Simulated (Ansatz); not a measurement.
# C₆H₇NO: one species, many methods

The task here is to estimate one member of a computed series from the others.

Method: functionals in def2-TZVPP, the program's frozen cores in correlated methods; program: Ansatz 0.2.0, Gaussian basis.

The runs, in order: LDA (SPW92), PBE-D4, revPBE-D4, BLYP-D4, r2SCAN-D4, B97M-V, PBE0-D4, B3LYP-D4, r2SCANh-D4, r2SCAN0-D4, HSE06-D4, BHLYP-D4, CAM-B3LYP-D4, LC-ωPBE, ωB97X-V, ωB97M-V, B2PLYP, PBE-QIDH; CCSD(T)/def2-SVP; CCSD(T)/def2-TZVPP; MP2/def2-QZVPP; extrapolation to the limit; RPA on PBE.

## The geometry

The geometry comes from an earlier relaxation with PBE0-D4 in a triple-zeta def2 set; it is a stationary point, not always the lowest conformer.

SMILES `Nc1cccc(O)c1`, 15 atoms, charge 0, spin multiplicity 1.

Atoms are counted from 1 here; the program's logs count them from 0.

Bond lengths: N1–C2 1.384 Å, N1–H9 1.006 Å, N1–H10 1.006 Å, C2–C3 1.398 Å, C2–C8 1.393 Å, C3–C4 1.382 Å, C3–H11 1.084 Å, C4–C5 1.387 Å, C4–H12 1.084 Å, C5–C6 1.390 Å, C5–H13 1.085 Å, C6–O7 1.357 Å, C6–C8 1.386 Å, O7–H14 0.961 Å, C8–H15 1.084 Å. Angles: C2–N1–H9 115.7°, C2–N1–H10 115.5°, H9–N1–H10 112.7°, N1–C2–C3 120.5°, N1–C2–C8 120.3°, C3–C2–C8 119.2°, C2–C3–C4 119.8°, C2–C3–H11 119.8°, C4–C3–H11 120.4°, C3–C4–C5 121.4°, C3–C4–H12 119.3°, C5–C4–H12 119.3°, C4–C5–C6 118.6°, C4–C5–H13 120.9°, C6–C5–H13 120.5°, C5–C6–O7 122.2°, C5–C6–C8 120.8°, O7–C6–C8 117.0° and more.

The first run:

in.yaml reads:

```yaml
crystal:
  periodic: [false, false, false]
  atoms:
    - {symbol: N, position_ang: [0.952918, 1.327585, 1.885806]}
    - {symbol: C, position_ang: [0.495675, 0.528305, 0.853089]}
    - {symbol: C, position_ang: [1.102107, -0.703365, 0.587702]}
    - {symbol: C, position_ang: [0.598703, -1.514832, -0.411016]}
    - {symbol: C, position_ang: [-0.502343, -1.135423, -1.163494]}
    - {symbol: C, position_ang: [-1.101417, 0.090374, -0.895942]}
    - {symbol: O, position_ang: [-2.180549, 0.534421, -1.589478]}
    - {symbol: C, position_ang: [-0.610327, 0.917353, 0.101543]}
    - {symbol: H, position_ang: [0.714713, 2.303107, 1.820409]}
    - {symbol: H, position_ang: [1.910410, 1.178740, 2.157031]}
    - {symbol: H, position_ang: [1.960583, -1.018483, 1.170311]}
    - {symbol: H, position_ang: [1.075388, -2.467881, -0.611267]}
    - {symbol: H, position_ang: [-0.890036, -1.778948, -1.946443]}
    - {symbol: H, position_ang: [-2.421362, -0.125373, -2.245257]}
    - {symbol: H, position_ang: [-1.104462, 1.864419, 0.287006]}
basis:
  gaussian: {orbitals: def2-TZVPP}
hamiltonian: {xc: lda}
output: {orbitals: {seedname: orbitals}}
```

Run with:

```
> ansatz run in.yaml --threads 2 --pin off --events-out ev --progress --plain --max-ram 32768MiB --backend cuda --devices 0, --max-vram 18GiB
```

Among the steps run: LDA; PBE-D4 (GGA); revPBE-D4 (GGA); BLYP-D4 (GGA); r2SCAN-D4 (meta-GGA); B97M-V (meta-GGA); B3LYP-D4 (hybrid); r2SCANh-D4 (hybrid); r2SCAN0-D4 (hybrid); HSE06-D4 (hybrid); BHLYP-D4 (hybrid); CAM-B3LYP-D4 (range-separated); LC-ωPBE (range-separated); ωB97X-V (range-separated); ωB97M-V (range-separated); B2PLYP (double hybrid); PBE-QIDH (double hybrid).

One table of the session follows, with a row left open; its other results are not shown here.

It belongs to the step «Orbital energies across the functionals». 

```
  functional  HOMO (eV)  gap (eV)
 LDA (SPW92)      -5.01      4.03
      PBE-D4      -4.82      4.08
   revPBE-D4      -4.74      4.11
     BLYP-D4      -4.66      4.07
   r2SCAN-D4      -5.00      4.44
      B97M-V      -5.01      4.52
     PBE0-D4      -5.86      5.99
    B3LYP-D4      -5.66      5.59
  r2SCANh-D4      -5.40      5.15
  r2SCAN0-D4          ?         ?
    HSE06-D4      -5.47      5.23
    BHLYP-D4      -6.76      7.87
CAM-B3LYP-D4      -7.08      8.26
     LC-ωPBE      -8.33     10.53
     ωB97X-V      -8.00     10.19
     ωB97M-V      -7.93     10.03
```

Q: Estimate the row for r2SCAN0-D4 from the others.

Worked estimate for «HOMO (eV)». Against the share of exact exchange, r2SCAN-D4 (0, -5.00), r2SCANh-D4 (0.1, -5.40) give a slope of -4.00 per unit share; at 0.25 the line stands at -6.00.

The run gave: HOMO (eV): -6.00; gap (eV): 6.22. In «HOMO (eV)» the line misses by 0.00.
